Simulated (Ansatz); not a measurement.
Write a Python script for Ansatz's Python interface that makes a Berry-phase polarisation of CdTe, space group F-43m. Settings (first run): PBE, norm-conserving potentials, the default cutoff (1120 eV here), 4×4×4 k-points, fixed occupations.

```
Cd Te
1.0
     0.00000    3.20500    3.20500
     3.20500    0.00000    3.20500
     3.20500    3.20500    0.00000
Cd Te
1 1
Direct
  0.00000 0.00000 0.00000
  0.25000 0.25000 0.25000
```

`cdte_berry.py`
```python
"""Change of polarisation in CdTe when one atom moves."""

import warnings

import ansatz as az
import numpy as np

warnings.simplefilter("ignore", az.DeckWarning)

xtal = (
    az.Lattice.of((0.0, 3.205, 3.205), (3.205, 0.0, 3.205), (3.205, 3.205, 0.0))
    .atom("Cd", (0.0, 0.0, 0.0))
    .atom("Te", (0.25, 0.25, 0.25))
)

def berry(structure):
    return (
        structure.calculation()
        .functional(az.Functional.PBE)
        .pseudopotentials("nc")
        .accuracy("low")
        .kpoints(4, 4, 4)
        .mixing("anderson", ndim=4, beta=0.6)
        .scf(extra_bands=2, lower_state_search="standard")
        .occupations("fixed")
        .polarization()
        .run()
        .polarization()
    )


vectors = np.array(xtal.lattice.vectors)
shifted = xtal.move(0, to=np.array(xtal.sites[0].position) + 0.02 * np.linalg.inv(vectors)[0])
before, after = berry(xtal), berry(shifted)
for label, p in (("as typed", before), ("shifted", after)):
    print(label, "reduced polarisation:", [round(axis.reduced, 4) for axis in p.axes], "modulo", p.modulus)
# take the change on the nearest branch, then turn it into a dipole per cell
change = np.array([b.reduced - a.reduced for a, b in zip(before.axes, after.axes)])
change -= before.modulus * np.round(change / before.modulus)
dipole = change @ vectors
print("dipole change (e A):", np.round(dipole, 4) + 0.0)
print("column of the Born charge of", xtal.sites[0].symbol, "for a shift along x:", np.round(dipole / 0.02, 2) + 0.0)
```

```console
$ python cdte_berry.py
as typed reduced polarisation: [3.5, 3.5, 3.5] modulo 2
shifted reduced polarisation: [3.4933, 3.5067, 3.5067] modulo 2
dipole change (e A): [0.0432 0.     0.    ]
column of the Born charge of Cd for a shift along x: [2.16 0.   0.  ]
```

These settings explore the input space; cutoff and mesh may be short of convergence. The k-point mesh is coarse, and energy and stress weren't tested for convergence. Of the deposited cell: the entry's cell lengths or inner coordinates differ somewhat from later room-temperature determinations. The structure is a deposited one; some such entries were measured under pressure or heat, so a shift against it needn't be the functional's error alone. Polarisation is defined up to a quantum, so only the change along a continuous path has meaning. Hardware and time: 27 s on 1 thread of Arm Neoverse V2, on a shared host, peak memory 0.43 GiB.

(Lines on the test bed's own set-up are left out of the output.)
